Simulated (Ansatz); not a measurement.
What does this script print? It uses the Python package of Ansatz (0.2.0).

Script `bend_ch5ges.py`:
```python
import ansatz as az
from ase import Atoms

config = {
    "basis": "def2-SVP",
    "functional": "cam_b3lyp",
    "net_charge": -1,
    "force_tol": 0.02,
}

atoms = Atoms(["C", "S", "Ge", "H", "H", "H", "H", "H"], positions=[
    [1.0673, -0.134, 0.4501],
    [0.3088, 1.4845, 0.1165],
    [-1.5755, 0.5977, -0.668],
    [1.1589, -0.7141, -0.4919],
    [2.0801, 0.0219, 0.8746],
    [0.4544, -0.6989, 1.1831],
    [-1.2564, -0.2891, -1.8987],
    [-2.2376, -0.268, 0.4343],
])

first = az.Crystal.molecule_from_ase(atoms).calculation()
first = first.basis(gaussian=config["basis"])
first = first.functional(config["functional"])
first = first.charge(config["net_charge"])
first = first.relax(force_tolerance=config["force_tol"], max_steps=80)
atoms.positions = first.run(threads=1).report["positions_ang"]

rows = []
for angle in [90, 100, 110, 120, 135, 150, 165, 179]:
    bent = atoms.copy()
    bent.set_angle(2, 1, 0, angle, indices=[0, 3, 4, 5])
    base = (
        az.Crystal.molecule_from_ase(bent).calculation()
        .basis(gaussian=config["basis"])
        .functional(config["functional"])
        .charge(config["net_charge"])
    )
    rows.append((angle, base.run(threads=1).report["free_energy_ev"]))
floor = min(e for _, e in rows)
for angle, e in rows:
    print(f"angle Ge2-S1-C0 = {angle:3d} deg   {1000 * (e - floor):9.1f} meV")
```

Running `python bend_ch5ges.py` prints:
```text
angle Ge2-S1-C0 =  90 deg       156.1 meV
angle Ge2-S1-C0 = 100 deg         0.0 meV
angle Ge2-S1-C0 = 110 deg        12.8 meV
angle Ge2-S1-C0 = 120 deg       133.5 meV
angle Ge2-S1-C0 = 135 deg       466.0 meV
angle Ge2-S1-C0 = 150 deg       925.7 meV
angle Ge2-S1-C0 = 165 deg      1406.2 meV
angle Ge2-S1-C0 = 179 deg      1691.1 meV
```

Caveats:
- The scan is rigid, and the energies are electronic, in a modest basis. The zero is the lowest point of the grid, which needn't be the minimum.
- Anions want diffuse functions, which this basis lacks.
- Run time: 62 s on 1 thread of Arm Neoverse V1, on a shared host, peak memory 0.29 GiB.
